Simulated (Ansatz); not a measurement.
# GeH₈N₂SSi: one species, many methods

An exercise on one series of results from a longer session: the logs are not shown, and one member is left open.

Computed with Ansatz 0.2.0, Gaussian basis. Level: functionals in def2-TZVPP, the program's frozen cores in correlated methods.

The runs, in order: PBE-D4, r2SCAN-D4, PBE0-D4, B3LYP-D4, ωB97X-V, ωB97M-V, B2PLYP; CCSD(T)/def2-TZVPP; MP2/def2-QZVPP; extrapolation to the limit.

## The relaxed structure

The geometry comes from an earlier relaxation with PBE0-D4 in a triple-zeta def2 set; it is a stationary point, not always the lowest conformer.

SMILES `N[SiH2][S][GeH2][NH2]`, 13 atoms, charge 0, spin multiplicity 1.

Atoms are counted from 1 here; the program's logs count them from 0.

Bond lengths: N1–Si2 1.705 Å, N1–H6 1.013 Å, N1–H7 1.006 Å, Si2–S3 2.154 Å, Si2–H8 1.485 Å, Si2–H9 1.486 Å, S3–Ge4 2.209 Å, Ge4–N5 1.852 Å, Ge4–H10 1.536 Å, Ge4–H11 1.543 Å, N5–H12 1.012 Å, N5–H13 1.013 Å. Angles: Si2–N1–H6 120.2°, Si2–N1–H7 119.4°, H6–N1–H7 112.2°, N1–Si2–S3 112.4°, N1–Si2–H8 114.4°, N1–Si2–H9 107.1°, S3–Si2–H8 102.7°, S3–Si2–H9 111.4°, H8–Si2–H9 108.7°, Si2–S3–Ge4 99.5°, S3–Ge4–N5 106.9°, S3–Ge4–H10 113.7°, S3–Ge4–H11 105.0°, N5–Ge4–H10 106.4°, N5–Ge4–H11 114.0°, H10–Ge4–H11 111.0°, Ge4–N5–H12 112.4°, Ge4–N5–H13 113.3° and more.

The first run:

Input file in.yaml:

```yaml
crystal:
  periodic: [false, false, false]
  atoms:
    - {symbol: N, position_ang: [0.029980, -0.178930, -1.740926]}
    - {symbol: Si, position_ang: [1.209464, -1.173671, -1.015251]}
    - {symbol: S, position_ang: [1.031972, -1.228463, 1.130878]}
    - {symbol: Ge, position_ang: [0.019823, 0.707084, 1.462557]}
    - {symbol: N, position_ang: [-1.692520, 0.542252, 0.776065]}
    - {symbol: H, position_ang: [-0.863581, -0.033450, -1.287498]}
    - {symbol: H, position_ang: [0.320387, 0.622303, -2.275279]}
    - {symbol: H, position_ang: [1.117206, -2.608287, -1.388120]}
    - {symbol: H, position_ang: [2.537799, -0.655718, -1.435830]}
    - {symbol: H, position_ang: [0.674982, 1.880852, 0.719563]}
    - {symbol: H, position_ang: [0.066352, 0.924276, 2.989236]}
    - {symbol: H, position_ang: [-2.219120, -0.195093, 1.227669]}
    - {symbol: H, position_ang: [-2.232734, 1.396856, 0.836937]}
basis:
  gaussian: {orbitals: def2-TZVPP}
hamiltonian: {xc: pbe, dispersion: d4}
output: {forces: true, orbitals: {seedname: orbitals}}
```

Launch:

```console
$ ansatz run in.yaml --threads 2 --pin off --events-out ev --progress --plain --max-ram 22528MiB --backend cuda --devices 0, --max-vram 18GiB
```

Among the steps run: PBE-D4 (GGA); r2SCAN-D4 (meta-GGA); PBE0-D4 (hybrid); B3LYP-D4 (hybrid); ωB97X-V (range-separated); ωB97M-V (range-separated); B2PLYP (double hybrid); CCSD(T) in def2-TZVPP; MP2 in def2-QZVPP.

One of the session's tables, all rows but one given; the rest of the session is left out.

It belongs to the step «Atomisation energies». 

```
            method  atomisation energy (kJ/mol)
            PBE-D4                       4151.1
         r2SCAN-D4                       4108.0
           PBE0-D4                       4091.0
          B3LYP-D4                            ?
           ωB97X-V                       4160.6
           ωB97M-V                       4135.6
            B2PLYP                       4058.7
     HF/def2-TZVPP                       2844.1
    MP2/def2-TZVPP                       4027.1
   CCSD/def2-TZVPP                       3942.6
CCSD(T)/def2-TZVPP                       4006.4
           MP2/CBS                       4156.3
       CCSD(T)/CBS                       4135.6
```

**Question.** Estimate the row for B3LYP-D4.

As computed: atomisation energy (kJ/mol): 4120.4. In the column «atomisation energy (kJ/mol)» it lies between r2SCAN-D4 (4108.0) and ωB97M-V (4135.6).

Limits of these values: Free atoms (2 N, 1 Si, 1 S, 1 Ge, 8 H) were run apart at each level; the atomisation energy is their sum less the molecule, without zero-point or spin-orbit terms.
